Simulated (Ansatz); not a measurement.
AlSi2Cl: equation of state with PBE

AlSi2Cl:

```xyz
4
Lattice="3.8028 0.0000 0.0000 -1.9014 3.2933 0.0000 0.0000 0.0000 4.9899" Properties=species:S:1:pos:R:3 pbc="T T T"
Al    1.9014    1.0978    2.4949
Si    0.0000    0.0000    3.7265
Si    0.0000    0.0000    1.2633
Cl    0.0000    2.1956    0.0000
```

The cell was built by a generator and needn't be a form met in nature.

```
Program             : Ansatz 0.2.0
Task                : equation of state
Functional          : PBE
Potentials or basis : all-electron LAPW, scalar-relativistic
Basis error allowed : 0.001 eV/atom
k mesh              : 8 × 8 × 6
Occupations         : fermi-dirac, width 0.05 eV
Spin                : no spin polarisation
```

```json
{"Equilibrium volume": "outside the volumes run"}
```

Energy against volume, from the lowest point:
```tsv
volume (Å³/atom)	energy (meV/atom)
14.686	252.79
14.998	196.66
15.311	146.77
15.623	102.64
15.936	63.76
16.248	29.68
16.561	0.00
```

All runs of the series together: 45 s on 2 threads of Intel(R) Xeon(R) 6975P-C (Granite Rapids), with other jobs on the host.
